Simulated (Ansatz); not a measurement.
**AlGa2As3: one candidate of a structure search**

Aim: relax a trial structure of AlGa2As3 and see where it ends.

Method: DFT PBE, scalar-relativistic, plane waves, PAW, in Ansatz 0.2.0.

## 1. Starting point

The structure is trigonal, space group P3m1 (No. 156). The conventional cell has a = 4.059 Å, b = 4.059 Å, c = 9.940 Å, α = 90.00°, β = 90.00°, γ = 120.00°. Al (site symmetry 3m) has 4 As at 2.48 Å as nearest neighbours. Around Ga (site symmetry 3m) lie 4 As at 2.49 Å. Ga (site symmetry 3m) is surrounded by 4 As at 2.48 to 2.49 Å. Around As (site symmetry 3m) lie 4 Ga at 2.48 to 2.49 Å. As (site symmetry 3m) has 1 Al at 2.48 Å and 3 Ga at 2.49 Å as nearest neighbours. As (site symmetry 3m) has 3 Al at 2.48 Å and 1 Ga at 2.49 Å as nearest neighbours.

As a file:

```cif
data_structure
_symmetry_space_group_name_H-M 'P3m1'
_symmetry_Int_Tables_number 156
_cell_length_a 4.0591
_cell_length_b 4.0591
_cell_length_c 9.9398
_cell_angle_alpha 90.000
_cell_angle_beta 90.000
_cell_angle_gamma 120.000
_cell_volume 141.83
loop_
_atom_site_label
_atom_site_type_symbol
_atom_site_symmetry_multiplicity
_atom_site_Wyckoff_symbol
_atom_site_fract_x
_atom_site_fract_y
_atom_site_fract_z
_atom_site_occupancy
Al1 Al 1 b 0.33333 0.66667 0.66716 1
Ga1 Ga 1 a 0.00000 0.00000 0.99977 1
Ga2 Ga 1 c 0.66667 0.33333 0.33327 1
As1 As 1 c 0.66667 0.33333 0.08335 1
As2 As 1 b 0.33333 0.66667 0.41740 1
As3 As 1 a 0.00000 0.00000 0.74904 1
```

The start is the relaxed end of an invented cell (made as: elements ordered on the sites of the AlAs type, Al/Ga on Al (P3m1, No. 156)), taken up again for a closer look.

## 2. Probe: one point on a coarse mesh

Input file input.yaml:

```yaml
crystal:
  lattice:
    - [4.059098, 0.0, 0.0]
    - [-2.029549, 3.515282, 0.0]
    - [0.0, 0.0, 9.9397769]
  atoms:
    - { symbol: Al, position: [0.3333333, 0.6666667, 0.667164] }
    - { symbol: Ga, position: [0.0, 0.0, 0.999773] }
    - { symbol: Ga, position: [0.6666667, 0.3333333, 0.33327] }
    - { symbol: As, position: [0.6666667, 0.3333333, 0.083355] }
    - { symbol: As, position: [0.3333333, 0.6666667, 0.417402] }
    - { symbol: As, position: [0.0, 0.0, 0.749035] }
basis:
  ecutwfc: 420
kpoints:
  mp_grid: { grid: [6, 6, 2] }
hamiltonian:
  xc: pbe
scf:
  occupations: { method: gaussian, width: 0.1 }
  lower_state_search: "off"
output:
  forces: true
  stress: true
  eigenvalues: true
```

Started as:

```bash
> ansatz run input.yaml --threads 4 --pin off --max-ram 8192MiB --backend cpu --events-out ev --progress --plain --runs-dir out
```

Log:

```text
[... 36 lines left out ...]
SCF 1 converged in 7 iterations: F = -22674.291847 eV  dr2 = 5.08e-8
SCF converged after 7 iterations
Free energy (F): -22674.291847 eV
Harris-Foulkes:  -22674.291847 eV  (|F-HF|=7.37e-8)
Internal energy: -22674.291845 eV  (E = F + TS)
E sigma→0 (E₀):  -22674.291846 eV
Entropy (-TS):   -0.000002 eV (-0.000 meV/atom)
Fermi energy:    7.319164 eV
--- Per-component energies (eV) ---
  E_band       = -934.812903
  E_kinetic    = 562.196292
  E_local      = -10789.924678  (includes V_loc(G=0)·N_el)
  E_nonlocal   = -1151.285226
  E_hartree    = 5479.012836
  E_xc         = -414.195320
  E_vxc        = -380.969432  (∫ρ·V_xc dr)
  E_paw        = -9952.294193  (= ΣΔE_a)
  E_vpaw       = -132.861767  (= ΣTr[D̂ρ^β])
  E_aug_tail   = -0.000219  (compensation charges beyond the density's cutoff)
  E_ewald      = -6407.801337
  E_smearing   = -0.000002  (= −TS)
  E_closure    = -0.000000  (closes the sum)
  Σ components = -22674.291847   (vs F -22674.291847, Δ=0.00e0)
--- Forces (eV/Å), atoms counted from 1 ---
  atom   1  Al     0.00000000     0.00000000    -0.00236789
  atom   2  Ga     0.00000000     0.00000000     0.00215951
  atom   3  Ga     0.00000000     0.00000000    -0.00068471
  atom   4  As     0.00000000    -0.00000000    -0.00007016
  atom   5  As     0.00000000    -0.00000000     0.00567043
  atom   6  As     0.00000000    -0.00000000    -0.00470779
  max |Σ_I F_I| component: 6.04e-7 eV/Å
--- Stress (GPa, compression-positive) ---
        0.023611      -0.000000       0.000000
        0.000000       0.023611      -0.000000
       -0.000000      -0.000000      -0.155379
  P = ⅓ Tr σ = -0.0361 GPa (-0.361 kbar)
--- Band table (eV; the first three rows and the last of 14) ---
  k-point 0: bands = ["-27.9126", "-27.9111", "-27.9111", "-27.9037", "-27.9037", "-27.8400", "-27.8400", "-27.8198", "-27.8185", "-27.8185", "-27.7178", "-27.7060", "-27.7060", "-27.6873", "-27.6873", "-7.6035", "-7.5683", "-7.5485", "-7.5485", "-7.5355", "-7.5355", "-7.4894", "-7.4894", "-7.4789", "-7.4789", "-5.1378", "-4.1866", "-4.0297", "1.8909", "2.2908", "6.1323", "6.1323", "6.3133", "6.3133", "7.0192", "7.0472", "7.0472", "7.5773", "8.2654", "8.8916", "10.9169", "10.9177", "10.9177", "11.6367"]
  k-point 1: bands = ["-27.9126", "-27.9111", "-27.9111", "-27.9037", "-27.9037", "-27.8400", "-27.8400", "-27.8198", "-27.8185", "-27.8185", "-27.7178", "-27.7059", "-27.7059", "-27.6873", "-27.6873", "-7.6031", "-7.5689", "-7.5485", "-7.5485", "-7.5355", "-7.5355", "-7.4894", "-7.4894", "-7.4789", "-7.4789", "-4.9393", "-4.7483", "-3.5902", "0.9599", "4.3373", "4.7723", "6.0224", "6.0224", "6.6121", "6.6121", "6.8232", "6.8232", "8.1535", "8.6036", "9.2367", "11.3411", "11.3411", "11.4474", "11.4474"]
  k-point 2: bands = ["-27.9124", "-27.9112", "-27.9110", "-27.9037", "-27.9036", "-27.8400", "-27.8397", "-27.8196", "-27.8186", "-27.8185", "-27.7177", "-27.7061", "-27.7060", "-27.6873", "-27.6870", "-7.6099", "-7.5722", "-7.5546", "-7.5430", "-7.5329", "-7.5293", "-7.4923", "-7.4890", "-7.4816", "-7.4780", "-4.8810", "-3.9661", "-3.8310", "1.8407", "2.2837", "4.5872", "4.8046", "5.1285", "5.5714", "6.1843", "6.5813", "6.6844", "9.0108", "9.5301", "9.8976", "10.8464", "11.2677", "11.6045", "11.7788"]
  k-point 13: bands = ["-27.9119", "-27.9110", "-27.9108", "-27.9035", "-27.9035", "-27.8395", "-27.8393", "-27.8191", "-27.8188", "-27.8187", "-27.7171", "-27.7063", "-27.7061", "-27.6867", "-27.6866", "-7.6336", "-7.6015", "-7.5502", "-7.5299", "-7.5190", "-7.5187", "-7.4928", "-7.4918", "-7.4816", "-7.4807", "-3.2260", "-3.1064", "-3.0681", "0.8599", "0.8801", "1.7582", "3.6672", "3.7193", "3.7880", "4.8445", "4.8468", "4.8685", "10.3983", "10.5793", "11.0092", "11.3467", "11.3499", "11.5101", "13.0573"]
```

Wall time 2.1 s (4 threads of Arm Neoverse V1, shared host); peak memory 0.46 GiB.

Read-out: pressure 0.0 GPa, largest force 0.01 eV/Å, gap on this mesh 0.53 eV. The coarse relaxation is skipped.

## 3. Relaxation on the finer mesh

input.yaml, as its differences from that of step 2:

```diff
@@ -15,3 +15,3 @@
 kpoints:
-  mp_grid: { grid: [6, 6, 2] }
+  mp_grid: { grid: [12, 12, 4] }
 hamiltonian:
@@ -19,4 +19,3 @@
 scf:
-  occupations: { method: gaussian, width: 0.1 }
-  lower_state_search: "off"
+  occupations: { method: gaussian, width: 0.02 }
 output:
@@ -25 +24,6 @@
   eigenvalues: true
+relax:
+  adjacent_minimum: "off"
+  f_tol: 0.01
+  max_steps: 80
+  cell: { stress_tol: 0.05 }
```

Started as:

```bash
> ansatz run input.yaml --threads 4 --pin off --max-ram 8192MiB --backend cpu --events-out ev --progress --plain --runs-dir out
```

Log:

```text
Warning: RAYON_NUM_THREADS=4 ignored (pool sized by the plan → 4); use --threads N
Engine: ansatz 0.2.0, aarch64-unknown-linux-gnu
Pseudopotentials: kind: paw
Pseudopotential: Al, paw, valence charge 3, recommended cutoff 420 eV (normal), Al.paw.azcp
Pseudopotential: Ga, paw, valence charge 13, recommended cutoff 420 eV (normal), Ga.paw.azcp
Pseudopotential: As, paw, valence charge 15, recommended cutoff 420 eV (normal), As.paw.azcp
Functional definition: PBE
  parameter kappa = 0.804
  parameter beta = 0.06672455060314922
  exchange = pbe_x(kappa = kappa, mu = beta*pi^2/3)
  correlation = pbe_c(beta = beta)
Crystal: 6 atoms, lattice volume = 141.829 Å³
Basis set: ecut = 420 eV, 2793 PW (Γ), exchange–correlation on 60×60×144 points (8 copies of the dense FFT grid, shifted against one another)
Bands: 45, of which v1, the nominal top of the filled ones, is band 37 counted from 1 (36 counted from 0)
Symmetry: 6 space group operations
Space group: P3m1 (ITA 156), of the structure as read, at distance tolerance 5.2e-5 Å
k-points: 69 of 576 (time reversal used)
Non-local potential: Al, projectors of the file, l = 0: 2, l = 1: 2, l = 2: 1
Non-local potential: Ga, projectors of the file, l = 0: 2, l = 1: 2, l = 2: 3, l = 3: 1
Non-local potential: As, projectors of the file, l = 0: 2, l = 1: 2, l = 2: 3, l = 3: 1
PAW form: soft (Blöchl's): semilocal exchange-correlation on the pseudo side does not see the compensation charge
PAW one-centre angular grid: Al, 110 points (default); XC on 64 Gauss nodes
PAW one-centre angular grid: Ga, 590 points (default); XC on 64 Gauss nodes
PAW one-centre angular grid: As, 590 points (default); XC on 64 Gauss nodes
Initial density: superposition of atomic densities (neutral atoms: chi_scale 0, normalization atom), corrected by the library's trained network
Initial wavefunctions: pseudopotential atomic-orbital guess
Functional: x = pbe(κ = 0.804, μ = 0.2195149727645171), c = pbe(β = 0.06672455060314922)
SCF iter   1: F=—  HF=-22674.329777 eV  |F-HF|=—  |Δ(HF+E_count)|=         —  Δρ=1.87e-3  dr2=1.10e-2  ethr=1.77e-3  ⟨swp⟩=6.8  Hψ=12117  notcnv=0  defer=5
preconditioner: auto → Resta (q_TF=auto, 2.448 Å⁻¹)  ε∞=3.4  [insulator: Δε(μ)=0.522 eV  Ē_g=13.227 eV  σ=0.020 eV  W_gap=1.00  n_scr=36 (ndim 8)  ℏωp=20.7 eV  f_vac=0.065  D(μ)=0.00/eV (n_scr^D=0)  ε∞_Penn≈3.4]
SCF iter   2: F=—  HF=-22674.325732 eV  |F-HF|=—  |Δ(HF+E_count)|=   4.04e-3  Δρ=1.02e-3  dr2=2.38e-3  ethr=1.49e-5  ⟨swp⟩=2.0  Hψ=5542  notcnv=0  defer=185
SCF iter   3: F=—  HF=-22674.325491 eV  |F-HF|=—  |Δ(HF+E_count)|=   2.41e-4  Δρ=5.06e-4  dr2=5.11e-4  ethr=3.22e-6  ⟨swp⟩=2.0  Hψ=4677  notcnv=0  defer=185
SCF iter   4: F=—  HF=-22674.325388 eV  |F-HF|=—  |Δ(HF+E_count)|=   1.03e-4  Δρ=1.88e-4  dr2=8.65e-5  ethr=6.91e-7  ⟨swp⟩=2.0  Hψ=4438  notcnv=0  defer=185
SCF iter   5: F=—  HF=-22674.325482 eV  |F-HF|=—  |Δ(HF+E_count)|=   9.34e-5  Δρ=5.41e-5  dr2=8.50e-6  ethr=1.17e-7  ⟨swp⟩=2.0  Hψ=3748  notcnv=0  defer=185
SCF iter   6: F=—  HF=-22674.325491 eV  |F-HF|=—  |Δ(HF+E_count)|=   9.57e-6  Δρ=2.46e-5  dr2=1.10e-6  ethr=1.15e-8  ⟨swp⟩=2.0  Hψ=5473  notcnv=0  defer=185
SCF iter   7: F=-22674.325492 eV  HF=-22674.325492 eV  |F-HF|=1.88e-7  |Δ(HF+E_count)|=   2.87e-7  Δρ=7.86e-6  dr2=6.81e-8  ethr=1.35e-10  ⟨swp⟩=7.8  Hψ=16138  notcnv=0
SCF 1 converged in 7 iterations: F = -22674.325492 eV  dr2 = 6.81e-8
relax step   1: F+E_penalty+E_count = -22674.32549188 eV  Δ(F+E_penalty+E_count) = +0.000e0 eV  max|allowed force component| = 2.442e-3 eV/Å  Δτ_max = 0.0000 Å  P = +0.002 GPa  Ω = 141.829 Å³  (7 SCF iters, dr2 threshold 1.00e-7 eV, accepted)
Initial density: handed on by an earlier stage of this run
Initial wavefunctions: pseudopotential atomic-orbital guess (no wavefunctions were taken with the density)
iter 1 solved again at ethr=2.15e-7 eV; its pass at ethr=3.10e-3 eV (dr2=1.59e-4 eV) is discarded
SCF iter   1: F=—  HF=-22674.325455 eV  |F-HF|=—  |Δ(HF+E_count)|=         —  Δρ=7.85e-6  dr2=6.59e-8  ethr=2.15e-7  ⟨swp⟩=2.8  Hψ=18928  notcnv=0
eigensolver tolerance schedule: the retry pair's looser diagonalisation over-reported the residual by 2416.38 of it (diagonalisation noise at 0.20 of the residual, at the tolerance the schedule requests for it); recorded, not acted on — ethr = c·dr2/N_el stays at c = 1.0e-1
preconditioner: auto → Resta (q_TF=auto, 2.448 Å⁻¹)  ε∞=3.4  [insulator: Δε(μ)=0.532 eV  Ē_g=13.214 eV  σ=0.020 eV  W_gap=1.00  n_scr=36 (ndim 8)  ℏωp=20.7 eV  f_vac=0.056  D(μ)=0.00/eV (n_scr^D=0)  ε∞_Penn≈3.4]
SCF iter   2: F=—  HF=-22674.325492 eV  |F-HF|=—  |Δ(HF+E_count)|=   3.64e-5  Δρ=5.12e-6  dr2=3.08e-8  ethr=8.90e-11  ⟨swp⟩=2.7  Hψ=5756  notcnv=0
SCF iter   3: F=—  HF=-22674.325492 eV  |F-HF|=—  |Δ(HF+E_count)|=   8.78e-8  Δρ=2.44e-6  dr2=8.64e-9  ethr=4.16e-11  ⟨swp⟩=2.0  Hψ=4618  notcnv=0
SCF iter   4: F=—  HF=-22674.325492 eV  |F-HF|=—  |Δ(HF+E_count)|=   3.18e-8  Δρ=7.50e-7  dr2=1.11e-9  ethr=1.17e-11  ⟨swp⟩=2.0  Hψ=4623  notcnv=0
SCF iter   5: F=—  HF=-22674.325492 eV  |F-HF|=—  |Δ(HF+E_count)|=  7.24e-10  Δρ=4.10e-7  dr2=2.90e-10  ethr=1.49e-12  ⟨swp⟩=2.0  Hψ=5658  notcnv=0
SCF iter   6: F=-22674.325492 eV  HF=-22674.325492 eV  |F-HF|=2.18e-11  |Δ(HF+E_count)|=  1.24e-10  Δρ=1.33e-7  dr2=3.36e-11  ethr=1.00e-12  ⟨swp⟩=3.2  Hψ=12813  notcnv=0
SCF 2 converged in 6 iterations: F = -22674.325492 eV  dr2 = 3.36e-11
relax step   2: F+E_penalty+E_count = -22674.32549193 eV  Δ(F+E_penalty+E_count) = -5.540e-8 eV  max|allowed force component| = 2.469e-3 eV/Å  Δτ_max = 0.0000 Å  P = +0.003 GPa  Ω = 141.829 Å³  stress off target by 1.09e-2 GPa  SCF on the basis re-selected at this cell (its energy is not comparable with the rows above)  (6 SCF iters)
basis re-selected at this cell: Δ(F+E_penalty+E_count) = -5.540e-8 eV, ΔP = +0.000 GPa vs the last step (what re-selecting the basis moved, of the pressure what is left beyond the Pulay correction that the steps carried, after the strain that the cell walked since its last selection, with what the two solves' SCF thresholds leave and, on support functions, any second-order correction that the steps lacked; it is no measure of the basis error at this ecutwfc). This SCF's stress stands 1.09e-2 GPa from its target on what of the cell is left free (relax.cell.stress_tol is 5.00e-2 GPa) and its largest allowed force component is 2.47e-3 eV/Å (relax.f_tol is 1.00e-2 eV/Å): within both
SCF converged after 6 iterations
Free energy (F): -22674.325492 eV
Harris-Foulkes:  -22674.325492 eV  (|F-HF|=2.18e-11)
Internal energy: -22674.325492 eV  (E = F + TS)
E sigma→0 (E₀):  -22674.325492 eV
Fermi energy:    7.308641 eV
--- Per-component energies (eV) ---
  E_band       = -935.139362
  E_kinetic    = 562.107778
  E_local      = -10789.464841  (includes V_loc(G=0)·N_el)
  E_nonlocal   = -1151.433987
  E_hartree    = 5478.556843
  E_xc         = -414.248356
  E_vxc        = -381.022356  (∫ρ·V_xc dr)
  E_paw        = -9952.041373  (= ΣΔE_a)
  E_vpaw       = -132.439552  (= ΣTr[D̂ρ^β])
  E_aug_tail   = -0.000219  (compensation charges beyond the density's cutoff)
  E_ewald      = -6407.801337
  E_smearing   = -0.000000  (= −TS)
  E_closure    = -0.000000  (closes the sum)
  Σ components = -22674.325492   (vs F -22674.325492, Δ=0.00e0)
--- Forces (eV/Å), atoms counted from 1 ---
  atom   1  Al     0.00000000     0.00000000     0.00129538
  atom   2  Ga     0.00000000     0.00000000     0.00179401
  atom   3  Ga     0.00000000     0.00000000     0.00246874
  atom   4  As     0.00000000    -0.00000000    -0.00204933
  atom   5  As     0.00000000    -0.00000000    -0.00150647
  atom   6  As     0.00000000    -0.00000000    -0.00200343
  max |Σ_I F_I| component: 1.11e-6 eV/Å
--- Stress (GPa, compression-positive) ---
       -0.001462       0.000000       0.000000
        0.000000      -0.001462      -0.000000
       -0.000000      -0.000000       0.010900
  P = ⅓ Tr σ = 0.0027 GPa (0.027 kbar)
--- Band table (eV; the first three rows and the last of 69) ---
  k-point 0: bands = ["-27.9229", "-27.9229", "-27.9224", "-27.9147", "-27.9147", "-27.8520", "-27.8520", "-27.8293", "-27.8288", "-27.8288", "-27.7226", "-27.7112", "-27.7112", "-27.6934", "-27.6934", "-7.5997", "-7.5647", "-7.5455", "-7.5455", "-7.5335", "-7.5335", "-7.4853", "-7.4853", "-7.4762", "-7.4762", "-5.1422", "-4.1917", "-4.0332", "1.8876", "2.2886", "6.1299", "6.1299", "6.3083", "6.3083", "7.0151", "7.0423", "7.0423", "7.5744", "8.2640", "8.8908", "10.9165", "10.9165", "10.9166", "11.6361", "11.6361"]
  k-point 1: bands = ["-27.9229", "-27.9229", "-27.9224", "-27.9147", "-27.9147", "-27.8520", "-27.8520", "-27.8293", "-27.8288", "-27.8288", "-27.7226", "-27.7112", "-27.7112", "-27.6934", "-27.6934", "-7.5995", "-7.5650", "-7.5455", "-7.5455", "-7.5335", "-7.5335", "-7.4853", "-7.4853", "-7.4762", "-7.4762", "-5.0754", "-4.5075", "-3.7469", "1.2578", "3.2304", "5.9465", "6.0599", "6.0599", "6.4465", "6.4465", "6.9565", "6.9565", "8.1389", "8.3626", "9.0678", "11.0238", "11.0630", "11.0630", "11.5965", "11.5965"]
  k-point 2: bands = ["-27.9229", "-27.9229", "-27.9224", "-27.9147", "-27.9147", "-27.8520", "-27.8520", "-27.8293", "-27.8288", "-27.8288", "-27.7226", "-27.7111", "-27.7111", "-27.6934", "-27.6934", "-7.5992", "-7.5653", "-7.5455", "-7.5455", "-7.5334", "-7.5334", "-7.4853", "-7.4853", "-7.4762", "-7.4762", "-4.9443", "-4.7519", "-3.5947", "0.9574", "4.3339", "4.7692", "6.0192", "6.0192", "6.6084", "6.6084", "6.8180", "6.8180", "8.1521", "8.6019", "9.2359", "11.3398", "11.3398", "11.4465", "11.4465", "11.5300"]
  k-point 68: bands = ["-27.9227", "-27.9225", "-27.9217", "-27.9147", "-27.9147", "-27.8515", "-27.8513", "-27.8290", "-27.8289", "-27.8286", "-27.7219", "-27.7115", "-27.7113", "-27.6928", "-27.6927", "-7.6306", "-7.5997", "-7.5456", "-7.5262", "-7.5167", "-7.5156", "-7.4894", "-7.4878", "-7.4793", "-7.4779", "-3.2287", "-3.1127", "-3.0751", "0.8588", "0.8779", "1.7573", "3.6659", "3.7148", "3.7843", "4.8408", "4.8452", "4.8650", "10.3950", "10.5769", "11.0070", "11.3451", "11.3471", "11.5076", "13.0542", "13.2077"]
--- Relaxed structure (1 steps of the walk, 1 accepted, 1 SCFs on fresh bases) ---
  F+E_penalty+E_count = -22674.32549193 eV   max|allowed force component| = 2.469e-3 eV/Å   (the final SCF, on the basis selected at the relaxed cell)
  cell:  # Å, volume = 141.8294 Å³
    - [4.059098008977446, 0.0, 0.0]
    - [-2.029549004488723, 3.5152819922253036, 0.0]
    - [0.0, 0.0, 9.9397769]
  atoms:
    - { symbol: Al, position: [0.3333333333333333, 0.6666666666666666, 0.667164] }
    - { symbol: Ga, position: [0.0, 0.0, 0.999773] }
    - { symbol: Ga, position: [0.6666666666666666, 0.3333333333333333, 0.33327] }
    - { symbol: As, position: [0.6666666666666666, 0.3333333333333333, 0.08335499999999998] }
    - { symbol: As, position: [0.3333333333333333, 0.6666666666666666, 0.41740199999999994] }
    - { symbol: As, position: [0.0, 0.0, 0.7490349999999999] }
```

Wall time 26 s (4 threads of Arm Neoverse V1, shared host); peak memory 0.68 GiB.

Step by step:

| step | energy from step 1 (eV/cell) | largest force component (eV/Å) | pressure (GPa) | volume (Å³) |
| --- | --- | --- | --- | --- |
| 1 | 0.0000 | 0.0024 | 0.00 | 141.83 |
| 2 | 0.0000 | 0.0025 | 0.00 | 141.83 |

Step 1 is the start. Step 2 repeats the geometry before it on a plane-wave basis chosen anew for that cell, so its energy need not be comparable with the rows above.

|  | before | after | change |
| --- | --- | --- | --- |
| a (Å) | 4.059 | 4.059 | 0.0 % |
| b (Å) | 4.059 | 4.059 | 0.0 % |
| c (Å) | 9.940 | 9.940 | 0.0 % |
| volume (Å³/atom) | 23.64 | 23.64 | 0.0 % |
| shortest distance (Å) | 2.481 | 2.481 | 0.0 % |
| space group (0.01 Å) | P3m1 | P3m1 | same |

Forces and stress were held to the start's 6 operations: a distortion of lower symmetry was not tested.

## 4. Outcome

```
                              quantity                                                                       value
symmetry at the end (tolerance 0.02 Å)                                                  space group P3m1 (No. 156)
                     conventional cell  a = 4.059 Å, b = 4.059 Å, c = 9.940 Å, α = 90.00°, β = 90.00°, γ = 120.00°
                                volume                                                               23.64 Å³/atom
              energy over the elements                                                               -0.40 eV/atom
                       gap on the mesh                                                                     0.53 eV
```

**Reading.** The space group P3m1 (No. 156) is kept, at nearly the size of the first guess. It lies below the elements, which doesn't yet make it stable: competing phases were not computed in this session. No finished test with a distortion of lower symmetry is shown, so the end may be a saddle point.
